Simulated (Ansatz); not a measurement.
# CH5ClZn: the cost of one run

Method: UKS PBE0/def2-SVP, in Ansatz 0.2.0.

**1. Starting point**

Bond lengths: Zn1–Cl3 2.209 Å, Zn1–C5 2.314 Å, C5–H6 1.086 Å, C5–H7 1.087 Å, C5–H8 1.090 Å. Angles: Cl3–Zn1–C5 108.0°, Zn1–C5–H6 63.3°, Zn1–C5–H7 64.3°, Zn1–C5–H8 163.6°, H6–C5–H7 116.6°, H6–C5–H8 109.9°, H7–C5–H8 110.2°.

As a file:

```xyz
8

Zn   -0.6921   -0.8920   -0.8922
H     0.5216   -1.6512    0.5249
Cl   -2.0491    0.3102   -2.1550
H     0.7705   -0.7543    0.8614
C     0.4475    0.5521    0.5110
H    -0.6252    0.4736    0.6582
H     0.8011    0.5166   -0.5167
H     0.8257    1.4450    1.0084
```

**2. A restrained relaxation towards end A**

Springs on the bonds that form and break draw the guess towards this end; the thresholds are loose.

input.yaml reads:

```yaml
crystal:
  periodic: [false, false, false]
  atoms:
    - { symbol: Zn, position_ang: [-0.6921, -0.892, -0.8922] }
    - { symbol: H, position_ang: [0.5216, -1.6512, 0.5249] }
    - { symbol: Cl, position_ang: [-2.0491, 0.3102, -2.155] }
    - { symbol: H, position_ang: [0.7705, -0.7543, 0.8614] }
    - { symbol: C, position_ang: [0.4475, 0.5521, 0.511] }
    - { symbol: H, position_ang: [-0.6252, 0.4736, 0.6582] }
    - { symbol: H, position_ang: [0.8011, 0.5166, -0.5167] }
    - { symbol: H, position_ang: [0.8257, 1.445, 1.0084] }
magnetization:
  spin_polarized: true
basis:
  gaussian: { orbitals: def2-SVP }
hamiltonian:
  xc: pbe0
relax:
  f_tol: 0.15
  max_steps: 25
  restrain:
    - { distance: [0, 4], at: 3.28, k: 30.0 }
    - { distance: [3, 1], at: 1.92, k: 30.0 }
    - { distance: [0, 1], at: 1.53, k: 30.0 }
    - { distance: [3, 4], at: 1.07, k: 30.0 }
```

The run is started by

```bash
> ansatz run input.yaml --threads 2 --pin off --max-ram 3072MiB --backend cpu --events-out ev --progress --plain --runs-dir out
```

Q: Estimate wall time and peak memory on 2 threads of AMD EPYC 9R45 (Zen 5), shared host.

About 12 s, with a peak of 0.28 GiB.
